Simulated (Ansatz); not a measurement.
# SbPd: the cost of one run

Computed with the Python package of Ansatz 0.2.0. The levels of theory stand in the script.

## 1. The structure

It takes space group P6_3/mmc (No. 194, hexagonal). The conventional cell has a = 4.075 Å, b = 4.075 Å, c = 5.591 Å, α = 90.00°, β = 90.00°, γ = 120.00°. Sb (site symmetry -6m2) is surrounded by 6 Pd at 2.74 Å. Pd (site symmetry -3m) is surrounded by 6 Sb at 2.74 Å and 2 Pd at 2.80 Å.

The script holds or builds the structure itself.

## 2. The script

Contents of lattice_sbpd.py:

```python
import ansatz as az
import numpy as np

def edges_and_angles(cell):
    cell = np.asarray(cell)
    a, b, c = np.linalg.norm(cell, axis=1)
    cosines = cell[1] @ cell[2] / (b * c), cell[0] @ cell[2] / (a * c), cell[0] @ cell[1] / (a * b)
    return (a, b, c, *np.degrees(np.arccos(cosines)))

lattice = az.Lattice.of(
    (4.0753, 0.0, 0.0),
    (-2.03765, 3.529313, 0.0),
    (0.0, 0.0, 5.591),
)
sites = [
    ("Sb", (1 / 3, 2 / 3, 0.25)),
    ("Sb", (2 / 3, 1 / 3, 0.75)),
    ("Pd", (0.0, 0.0, 0.0)),
    ("Pd", (0.0, 0.0, 0.5)),
]
crystal = az.Crystal(lattice=lattice)
for symbol, position in sites:
    crystal = crystal.atom(symbol, position)

calculation = (
    crystal.calculation()
    .mixing("msr1", preconditioner="none")
    .scf(tolerance=1e-05, algorithm="density_mixing")
    .basis(750)
    .kpoints(4, 4, 3)
    .occupations("methfessel_paxton", width=0.3)
    .relax(cell=True, force_tolerance=0.01, max_steps=100, max_displacement=0.3)
)

levels = [("r2scan", "none"), ("pbesol", "none"), ("pbesol", "d3bj")]
print("level            a       b       c    alpha   beta  gamma  V/atom  steps")
for name, dispersion in levels:
    seen = []
    run = calculation.functional(name, dispersion=dispersion).session().plan()
    out = run.execute(on_event=lambda e: seen.append(e) if e["event"] == "relax_step" else None)
    cell = out.lattice.cell_ang
    label = name if dispersion == "none" else f"{name}+{dispersion}"
    print("{:13s} {:7.4f} {:7.4f} {:7.4f} {:6.2f} {:6.2f} {:6.2f}".format(label, *edges_and_angles(cell)), f"{abs(np.linalg.det(cell)) / len(out.lattice.sites):7.3f} {len(seen):5d}")
```

## 3. What the engine is handed

The engine receives this input (first run):

```yaml
crystal:
  lattice:
    - [4.0753, 0.0, 0.0]
    - [-2.03765, 3.529313, 0.0]
    - [0.0, 0.0, 5.591]
  atoms:
    - { symbol: Sb, position: [0.3333333333333333, 0.6666666666666666, 0.25] }
    - { symbol: Sb, position: [0.6666666666666666, 0.3333333333333333, 0.75] }
    - { symbol: Pd, position: [0.0, 0.0, 0.0] }
    - { symbol: Pd, position: [0.0, 0.0, 0.5] }
basis:
  ecutwfc: 750.0
kpoints:
  mp_grid:
    grid: [4, 4, 3]
hamiltonian:
  xc: r2scan
  dispersion: none
scf:
  algorithm: density_mixing
  convergence:
    dr2_threshold: 1.0e-05
  mixing:
    algorithm: msr1
    preconditioner: none
  occupations:
    method: methfessel_paxton
    width: 0.3
relax:
  f_tol: 0.01
  max_steps: 100
  max_displacement: 0.3
  cell: {}
```

## 4. Running it

On the command line:

```bash
$ python lattice_sbpd.py
```

What time and memory should one allow on 1 thread of Arm Neoverse V1, shared host?

About 66 s, with a peak of 0.83 GiB.
